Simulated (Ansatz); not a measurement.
# CH7BOSi: a ladder of functionals and wavefunction methods

The task here is to estimate one member of a computed series from the others.

Computed with Ansatz 0.2.0, Gaussian basis. Level: functionals in def2-TZVPP, the program's frozen cores in correlated methods.

Levels to be run: LDA (SPW92), PBE-D4, revPBE-D4, BLYP-D4, r2SCAN-D4, B97M-V, PBE0-D4, B3LYP-D4, r2SCANh-D4, r2SCAN0-D4, HSE06-D4, BHLYP-D4, CAM-B3LYP-D4, LC-ωPBE, ωB97X-V, ωB97M-V, B2PLYP, PBE-QIDH; CCSD(T)/def2-SVP; CCSD(T)/def2-TZVPP; MP2/def2-QZVPP; extrapolation to the limit; RPA on PBE.

### The relaxed structure

All runs share one geometry, relaxed beforehand with PBE0-D4 in a triple-zeta def2 set.

SMILES `B[SiH2]OC`, 11 atoms, charge 0, spin multiplicity 1.

Atoms are counted from 1 here; the program's logs count them from 0.

Bond lengths: B1–Si2 1.999 Å, B1–H5 1.195 Å, B1–H6 1.197 Å, Si2–O3 1.648 Å, Si2–H7 1.498 Å, Si2–H8 1.498 Å, O3–C4 1.407 Å, C4–H9 1.097 Å, C4–H10 1.097 Å, C4–H11 1.092 Å. Angles: Si2–B1–H5 123.5°, Si2–B1–H6 118.8°, H5–B1–H6 117.7°, B1–Si2–O3 111.2°, B1–Si2–H7 109.9°, B1–Si2–H8 109.8°, O3–Si2–H7 109.9°, O3–Si2–H8 110.0°, H7–Si2–H8 105.9°, Si2–O3–C4 122.1°, O3–C4–H9 111.5°, O3–C4–H10 111.5°, O3–C4–H11 108.4°, H9–C4–H10 108.4°, H9–C4–H11 108.5°, H10–C4–H11 108.5°.

The first run:

in.yaml reads:

```yaml
crystal:
  periodic: [false, false, false]
  atoms:
    - {symbol: B, position_ang: [-1.709346, 1.465805, -0.828296]}
    - {symbol: Si, position_ang: [-0.630270, 0.228226, 0.312262]}
    - {symbol: O, position_ang: [0.753682, -0.235757, -0.453759]}
    - {symbol: C, position_ang: [1.684156, -1.105786, 0.144204]}
    - {symbol: H, position_ang: [-1.379159, 1.807834, -1.924160]}
    - {symbol: H, position_ang: [-2.743411, 1.890395, -0.400223]}
    - {symbol: H, position_ang: [-0.295733, 0.894352, 1.611981]}
    - {symbol: H, position_ang: [-1.447497, -0.976566, 0.667053]}
    - {symbol: H, position_ang: [2.082839, -0.688948, 1.077090]}
    - {symbol: H, position_ang: [1.236893, -2.082631, 0.364690]}
    - {symbol: H, position_ang: [2.513145, -1.253923, -0.550240]}
basis:
  gaussian: {orbitals: def2-TZVPP}
hamiltonian: {xc: lda}
output: {orbitals: {seedname: orbitals}}
```

On the command line:

```console
$ ansatz run in.yaml --threads 2 --pin off --events-out ev --progress --plain --max-ram 4352MiB
```

Steps of the session up to this table: LDA; PBE-D4 (GGA); revPBE-D4 (GGA); BLYP-D4 (GGA); r2SCAN-D4 (meta-GGA); B97M-V (meta-GGA); B3LYP-D4 (hybrid); r2SCANh-D4 (hybrid); r2SCAN0-D4 (hybrid); HSE06-D4 (hybrid); BHLYP-D4 (hybrid); CAM-B3LYP-D4 (range-separated); LC-ωPBE (range-separated); ωB97X-V (range-separated); ωB97M-V (range-separated); B2PLYP (double hybrid); PBE-QIDH (double hybrid).

One of the session's tables, all rows but one given; the rest of the session is left out.

It belongs to the step «Frontier levels by functional». 

```
  functional  HOMO (eV)  LUMO (eV)  gap (eV)
 LDA (SPW92)      -6.67      -3.70      2.97
      PBE-D4      -6.57      -3.43      3.14
   revPBE-D4      -6.53      -3.32      3.21
     BLYP-D4      -6.49      -3.25      3.24
   r2SCAN-D4      -6.89      -3.08      3.81
      B97M-V      -7.04      -3.25      3.79
     PBE0-D4          ?          ?         ?
    B3LYP-D4      -7.85      -2.61      5.24
  r2SCANh-D4      -7.46      -2.73      4.73
  r2SCAN0-D4      -8.30      -2.21      6.10
    HSE06-D4      -7.67      -2.79      4.87
    BHLYP-D4      -9.41      -1.31      8.10
CAM-B3LYP-D4      -9.51      -1.26      8.25
     LC-ωPBE     -10.83      -0.05     10.78
     ωB97X-V     -10.52      -0.16     10.36
     ωB97M-V     -10.41      -0.43      9.98
```

Q: Estimate the row for PBE0-D4 from the others.

The run gave: HOMO (eV): -8.07; LUMO (eV): -2.41; gap (eV): 5.66. In the column «HOMO (eV)» it lies between r2SCAN0-D4 (-8.30) and B3LYP-D4 (-7.85).
